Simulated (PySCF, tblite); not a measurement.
**C8H16N2: geometry, infrared bands and NMR shifts**

Aim: predict the infrared bands and NMR shifts of C8H16N2 (`C=CN(NCCC)C1CC1`).

Computed with tblite 0.8.0 and PySCF 2.14.0, with density-fitted response routines of our own, on a single molecule in the gas phase. Atoms count from 0, in the outputs and in this text.

## 1. The starting structure

26 atoms, charge 0, multiplicity 1; geometry from: force field or distance geometry start.

Bonds of the start (Å): C0–C1 1.31, C1–N2 1.44, N2–N3 1.41, N3–C4 1.47, C4–C5 1.51, C5–C6 1.54, N2–C7 1.43, C7–C8 1.48, C8–C9 1.49, C9–C7 1.54, C0–H10 1.07, C0–H11 1.09, C1–H12 1.08, N3–H13 1.04, C4–H14 1.11, C4–H15 1.11, C5–H16 1.12, C5–H17 1.11, C6–H18 1.11, C6–H19 1.11, C6–H20 1.11, C7–H21 1.12, C8–H22 1.11, C8–H23 1.13, C9–H24 1.12, C9–H25 1.09.

## 2. Relaxing the molecule with GFN2-xTB

The job: settings as JSON, then the geometry in Å.

```
{"job": {"kind": "relax", "xc": "GFN2-xTB", "basis": "xTB"}, "charge": 0, "multiplicity": 1}
C     -2.118500     2.021300    -1.535200
C     -2.074200     1.471000    -0.346400
N     -1.165700     0.406000    -0.001300
N     -0.023300     0.701500     0.769000
C      1.175000     0.209300     0.084400
C      2.425000     0.494100     0.875300
C      3.631600    -0.032600     0.081700
C     -1.340600    -0.952200    -0.402100
C     -2.499500    -1.805200    -0.056700
C     -1.289400    -1.897300     0.810400
H     -1.496300     1.709900    -2.349400
H     -2.829500     2.823200    -1.735600
H     -2.737800     1.835800     0.426600
H      0.060100     1.724000     0.920600
H      1.139400    -0.896400    -0.020000
H      1.301500     0.716700    -0.896800
H      2.537300     1.590300     1.089500
H      2.395200    -0.103200     1.815600
H      4.554300     0.077800     0.696300
H      3.711100     0.525400    -0.874000
H      3.476000    -1.106000    -0.134400
H     -0.787300    -1.299800    -1.307100
H     -3.451300    -1.410800     0.351000
H     -2.662600    -2.699900    -0.734300
H     -1.422100    -1.410900     1.813200
H     -0.529300    -2.669400     0.673100
```

The run is started by

```bash
$ OMP_NUM_THREADS=1 python probes_run.py task.json out
```

One launch serves the whole session: the jobs run in the order shown.

**Question.** This job is followed by: GFN2-xTB harmonic vibrations, gas phase; GIAO PBE0/pcSseg-1 NMR shielding, non-relativistic, gas phase. Predict these results of the whole session: strongest single infrared mode (GFN2-xTB); zero-point energy (GFN2-xTB); 13C shifts against TMS (PBE0/pcSseg-1, means over atoms taken as alike); 1H shifts against TMS (PBE0/pcSseg-1, means over atoms taken as alike); 15N shifts against NH3 (PBE0/pcSseg-1); surface potential, 1st and 99th percentile.

The runs gave:

```
                                                               quantity                                                           value
                              strongest single infrared mode (GFN2-xTB)                                           1698 cm⁻¹, 193 km/mol
                                           zero-point energy (GFN2-xTB)                                                  143.2 kcal/mol
13C shifts against TMS (PBE0/pcSseg-1, means over atoms taken as alike)                   148.5, 84.9, 54.4, 31.5, 25.5, 13.9, 10.3 ppm
 1H shifts against TMS (PBE0/pcSseg-1, means over atoms taken as alike)  6.39, 4.13, 3.96, 2.77, 2.63, 2.15, 1.30, 1.05, 0.89, 0.65 ppm
                                 15N shifts against NH3 (PBE0/pcSseg-1)                                                136.6, 120.5 ppm
                                  surface potential, 1st and 99th percentile                                              -1.06 V and 1.36 V
```

What this shows: Over 144 steps the energy fell by 1.417 eV; of the close pairs, C1–N2 changed most, 1.442 to 1.378 Å. No mode is imaginary among the 72: a minimum at this level. The strongest single mode, at 1698 cm⁻¹, moves mainly C1 and C0. Unscaled tight-binding wavenumbers are off by several per cent, some by more. Its intensities can rank the bands wrongly. The most deshielded carbon is C1 (alkene carbon bearing nitrogen), at 148.5 ppm: an sp2 carbon further deshielded by the attached heteroatom. H12 (hydrogen on an alkene carbon bearing nitrogen) lies farthest downfield among hydrogen, at 6.39 ppm; a vinylic proton, deshielded by the sp2 carbon and the C=C anisotropy. At PBE0/pcSseg-1: The largest span, 179 ppm, is at C1, where the paramagnetic term is -216 ppm.
